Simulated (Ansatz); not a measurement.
# BGe (quartet): PBE-QIDH, RPA-PBE over a scan of the distance Ge1–B2, cc-pVDZ

How well do these functionals follow the top wave-function level for BGe (quartet) over a scan of the distance Ge1–B2?

Program: Ansatz 0.2.0, Gaussian basis. Level of theory: cc-pVDZ, all electrons in the functionals, frozen cores in the correlation of double hybrids and RPA. These are calculated values, not measurements.

The runs, in order: PBE-QIDH, RPA-PBE, at 1.610 Å; 1.780 Å; 1.977 Å; 2.225 Å; 2.379 Å; 2.777 Å; 3.117 Å; 3.661 Å; 4.291 Å; 5.214 Å; 6.771 Å.

16 further runs of the same task are left out: 1 for a known fault of the program, 11 that didn't finish, 4 set aside as unsound or not needed.

## 1. The system

The geometry derives from a PBE0/def2-TZVP stationary point (not a proven minimum). One bond is set to the value named and the two fragments are kept rigid. No spin-orbit coupling is included. The filled d shell of Ge may be among the frozen orbitals whatever the setting's name suggests; the logs give the count.

2 atoms, charge 0, spin multiplicity 4.

Atoms are counted from 1 here; the program's logs count them from 0.

Bond lengths: Ge1–B2 1.977 Å.

Coordinates:

```tsv
atom	x (Å)	y (Å)	z (Å)
Ge1	0.00000	0.00000	0.00000
B2	0.00000	0.00000	1.97740
```

No dispersion term is added.

The geometry shown and the zero of energy belong to the point 1.977 Å. The yardstick, FCI, and other wave-function levels (R restricted, U unrestricted, valence and pair active spaces) come from earlier runs.

## 2. PBE-QIDH, 1.610 Å

The input, in.yaml:

```yaml
crystal:
  periodic: [false, false, false]
  atoms:
    - {symbol: Ge, position_ang: [0.000000, 0.000000, 0.000000]}
    - {symbol: B, position_ang: [0.000000, 0.000000, 1.610000]}
basis:
  gaussian: {orbitals: cc-pVDZ}
magnetization: {spin_polarized: true, initial_magnetization: 3}
hamiltonian: {xc: {name: PBE-QIDH}}
correlation: {electrons: outside_noble_gas}
```

Started as:

```sh
$ ansatz run in.yaml --threads 1 --pin off --events-out ev --progress --plain --max-ram 2393MiB
```

The runs that follow: PBE-QIDH, 1.780 Å; PBE-QIDH, 1.977 Å; PBE-QIDH, 2.225 Å; PBE-QIDH, 2.379 Å; PBE-QIDH, 2.777 Å; PBE-QIDH, 3.117 Å; PBE-QIDH, 3.661 Å; PBE-QIDH, 4.291 Å; PBE-QIDH, 5.214 Å; PBE-QIDH, 6.771 Å; RPA-PBE, 1.610 Å; RPA-PBE, 1.780 Å; RPA-PBE, 1.977 Å; RPA-PBE, 2.225 Å; RPA-PBE, 2.379 Å; RPA-PBE, 2.777 Å; RPA-PBE, 3.117 Å; RPA-PBE, 3.661 Å; RPA-PBE, 4.291 Å; RPA-PBE, 5.214 Å; RPA-PBE, 6.771 Å.

Before running them: what should the planned runs give, taken together? Wanted: span of the FCI curve; largest miss, PBE-QIDH; largest miss, RPA-PBE.

As calculated:

| quantity | value |
| --- | --- |
| span of the FCI curve | 61.6 kcal/mol |
| largest miss, PBE-QIDH | +11.1 kcal/mol (3.117 Å) |
| largest miss, RPA-PBE | -8.4 kcal/mol (3.661 Å) |

In words: Of the functionals, RPA-PBE keep the smallest largest miss at the points compared (at most 8.4 kcal/mol) and PBE-QIDH strays most (11.1 kcal/mol, at 3.117 Å). Functionals and the yardstick converge differently with the basis, so part of each miss in cc-pVDZ is the basis.
